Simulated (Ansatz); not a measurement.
# Ti₃Nb, space group Pm-3m: a comparison of functionals at one structure

Program: Ansatz's Python interface.

The cells in order, each with its output:

In [1]:
```python
import warnings

import ansatz as az
import pandas as pd
```

In [2]:
```python
FILLING = "Fermi-Dirac"
WIDTH_EV = 0.01
MESH = (3, 3, 3)
```

In [3]:
```python
warnings.simplefilter("ignore", az.DeckWarning)
```

In [4]:
```python
crystal = (
    az.Lattice.of([4.133433, 0.0, 0.0], [0.0, 4.133433, 0.0], [0.0, 0.0, 4.133433])
    .atom("Ti", [0.0, 0.5, 0.5])
    .atom("Ti", [0.5, 0.0, 0.5])
    .atom("Ti", [0.5, 0.5, 0.0])
    .atom("Nb", [0.0, 0.0, 0.0])
)
```

In [5]:
```python
crystal.resolved().sites[-1]
```
Out [5]:
```text
Site(symbol='Nb', position=(0.0, 0.0, 0.0), moment=None, axis=None, held=None, saved=None)
```

In [6]:
```python
model = crystal.calculation().occupations(FILLING, width=WIDTH_EV).kpoints(mesh=MESH, shift=0.5)
```

In [7]:
```python
rows = []
for value in ["blyp", "lda", "pbesol"]:
    summary = model.functional(value).run().report
    rows.append((value, summary["free_energy_ev"] / len(summary["lattice"]["sites"]), summary["n_iterations"], summary["n_kpoints"]))
```

In [8]:
```python
table = pd.DataFrame(rows, columns=["functional", "F/atom (eV)", "iterations", "k-points"])
table.round(5)
```
Out [8]:
```text
  functional  F/atom (eV)  iterations  k-points
0       blyp  -3020.61268           7         4
1        lda  -2948.24536           7         4
2     pbesol  -2979.18736           7         4
```

Reading the output:
- BLYP can be off by several per cent in the lattices of metals, and by several GPa in the pressure at a fixed cell.
- For a metal this mesh is far too coarse, so the numbers only illustrate the procedure.
- The structure comes from a database of computed cells and needn't be a stable or known phase.
- Total energies of different functionals can't be compared; pressures, moments and gaps at this one structure can.
- The whole script took 4.1 s on 1 thread of Arm Neoverse V1, with other jobs on the host, peak memory 0.41 GiB.
